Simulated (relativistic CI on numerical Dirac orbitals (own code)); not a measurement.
# Ti: the cost of one run

Program: relativistic CI on numerical Dirac orbitals (own code) version 3. Level of theory: charge-transfer multiplet model of a cubic metal-ligand cluster with up to 2 ligand holes, Slater and spin-orbit integrals from Dirac-Coulomb-Breit ions, Slater integrals scaled by 0.7. These are calculated values, not measurements, unless marked.

### Step 1. The system

| Quantity | Value |
| --- | --- |
| ion | Ti²⁺ (Ti III) |
| nuclear charge | 22 |
| electrons | 20 |
| d electrons | 2 |
| ligand holes at most | 2 |
| parameters | in eV; Veg, Vt2g hoppings, tenDq and tenDqL metal and ligand splittings (negative tenDq: tetrahedral), red the scaling of hopping with a core hole |
| temperature | 20 K |
| widths | Lorentz 1.1 eV, Gauss 0.6 eV |

### Step 2. Delta = 5.4 eV

Input settings:

```ini
cluster ion=Ti2+ d2 ligand_holes=2 slater_scale=0.7
Delta=5.4 Udd=5.2 Upd=6.3 tenDq=-0.3 tenDqL=0 Veg=0.68 Vt2g=-1.15 red=1
spectrum xps 1s T=20 lorentz=1.1 gauss=0.6
```

Run with:

```bash
> python run_levels.py task.json out
```

The settings of every run stand in task.json; they run in order.

Q: Estimate wall time and peak memory on 1 thread of Neoverse-V1, shared host.

About 6.3 s, with a peak of 0.21 GiB.
